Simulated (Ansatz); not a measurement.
Runs of Ansatz 0.2.0 on AlSn. The structure is hexagonal, space group P-6m2 (No. 187). Conventional cell: a = 4.198 Å, b = 4.198 Å, c = 3.307 Å, α = 90.00°, β = 90.00°, γ = 120.00°. Sn (site symmetry -6m2) is surrounded by 6 Al at 2.93 Å and 2 Sn at 3.31 Å. Around Al (site symmetry -6m2) lie 6 Sn at 2.93 Å and 2 Al at 3.31 Å. The cell comes from a database or a generator and needn't be the stable form of this composition.

```tsv
task	level	cell	k mesh	smearing	atoms under strain	gap on the mesh (eV)	pressure (GPa)	relaxed volume (Å³/atom)
relaxation of cell and atoms	PBEsol+D3(BJ)	relaxed	7 × 7 × 8	fermi-dirac 0.05 eV	-	none	0.0	23.45
elastic constants	PBEsol	as given	5 × 5 × 6	fermi-dirac 0.05 eV	relaxed	none	(b)	-
relaxation of cell and atoms	PBE+D3(BJ)	relaxed	7 × 7 × 8	fermi-dirac 0.05 eV	-	none	0.0	(a)
single point	PBE	as given	7 × 7 × 8	gaussian 0.026 eV	-	none	0.3	-
relaxation of cell and atoms	PBE+D4	relaxed	7 × 7 × 8	fermi-dirac 0.05 eV	-	none	0.0	24.31
```

Alike in all rows: potentials or basis Ansatz PAW; no spin polarisation; cutoff (eV) 420.

**Question.** Estimate the missing entries.

**Answer.** (a) 24.32; (b) -2.0.

Caveats: the plane-wave basis is chosen anew once the cell has moved, so the energies of steps on either side of that aren't comparable (some runs); pairwise dispersion overbinds metals, which lowers pressure and volume (some runs); the PAW data sets come from PBE, with cores solved anew for the run's functional, which leaves a small shift of forces and pressure (some runs); elastic constants of metals need much finer meshes, so these are rough (some runs).

A k mesh can miss the band edges, and the runs leave out spin-orbit coupling on Sn.

A gap of «none» marks a metal or a gap under the smearing width.
